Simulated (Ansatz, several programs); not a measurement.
CdSiN₂ as one 4-atom ordering (P-4m2) on the zincblende lattice, relaxed with PBE in Ansatz (plane waves, PAW): the symmetry is P-4m2 (No. 115, tetragonal); a = 3.063 Å, c = 5.138 Å in the conventional setting, 12.05 Å³ an atom. Cd is surrounded by 4 N at 2.25 Å; N is surrounded by 2 Si at 1.79 Å and 2 Cd at 2.25 Å; Si is surrounded by 4 N at 1.79 Å. The cell was then scaled with its shape and fractional coordinates held, which makes it stiffer than a relaxed compression. Note: simulated data, non-magnetic, for a generated structure that need not be the stable one.

```csv
V (Å³/atom),E (meV/atom)
11.328,27.09
11.690,6.40
12.051,0.00
12.774,21.77
```

(1) Pass a cubic E = c₀ + c₁u + c₂u² + c₃u³, with u = V − 11.961 Å³, through these points.

(2) Where is the minimum, and what bulk modulus follows?

(3) Predict the energy and the pressure at the withheld volume, 12.413 Å³.

## Answers

(1) c₀ = 0.38, c₁ = -8.507, c₂ = 48.677, c₃ = -7.1917 (meV and Å³).

(2) dE/du = 0 at u = +0.089, so V₀ = 12.05 Å³. B = V₀ d²E/dV² = 12.05 × (2c₂ + 6c₃u) = 12.05 × 93.508 = 1127 meV/Å³, and 1 meV/Å³ is 0.16022 GPa: 181 GPa. A third-order Birch-Murnaghan fit to all five points gives 12.05 Å³ and 179 GPa.

(3) With u = +0.452: E ≈ 5.82 meV and P = −dE/dV ≈ -4.98 GPa. The run gives 5.74 meV and, from its stress, -4.95 GPa.
